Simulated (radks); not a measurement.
**Pr¹⁹⁺ in [Kr] 4d4: an all-electron calculation**

One table from this session's results is given with a row withheld; the runs are named, their logs left out.

The numbers are computed with radks (a radial shooting solver on a logarithmic mesh, Libxc functionals) version 1 (scalar-relativistic Kohn-Sham, SOGGA, spin-polarised, spherical densities, point nucleus; open shells are filled with parallel spins first), except any that are marked as measured or tabulated.

### Starting point

* element: praseodymium (Z = 59)
* charge: +19
* electrons: 40
* configuration: [Kr] 4d4

Outer shells as boxes (Hund's rule):

Pr¹⁹⁺
```
[Kr] core
4d [↑ ][↑ ][↑ ][↑ ][  ]
```

Set-up of the first run:

Input:

```text
Z 59
configuration [Kr] 4d4
relativity scalar-relativistic
functional sogga,pbe
spin polarised
nucleus point
c 137.035999084
```

One table of the session follows, with a row left open; its other results are not shown here.

It belongs to the step «Orbitals and density». Radial moments (bohr):

```
  level      <r>  outermost maximum (interpolated)  90 % within  nodes
  1s up  0.02410                            0.0154       0.0435      0
1s down  0.02410                            0.0154       0.0435      0
  2s up   0.1031                            0.0873        0.159      1
2s down   0.1030                            0.0873        0.159      1
  2p up  0.09053                            0.0703        0.147      0
2p down  0.09052                            0.0703        0.147      0
  3s up        ?                                 ?            ?      ?
3s down   0.2712                             0.249        0.397      2
  3p up   0.2691                             0.243        0.403      1
3p down   0.2689                             0.243        0.402      1
  3d up   0.2455                             0.199        0.383      0
3d down   0.2454                             0.200        0.383      0
  4s up   0.5888                             0.563        0.837      3
4s down   0.5889                             0.563        0.837      3
  4p up   0.6110                             0.582        0.876      2
4p down   0.6115                             0.581        0.877      2
  4d up   0.6339                             0.593        0.927      1
4d down   0.6351                             0.593        0.931      1
```

**Question.** Estimate the row for 3s up.

The run gave: <r>: 0.2713; outermost maximum (interpolated): 0.249; 90 % within: 0.398; nodes: 2. In the column «<r>» it lies between 3s down (0.2712) and 4s up (0.5888).

To keep in mind: Open shells are spherical and high-spin; term and fine-structure splittings are not resolved.
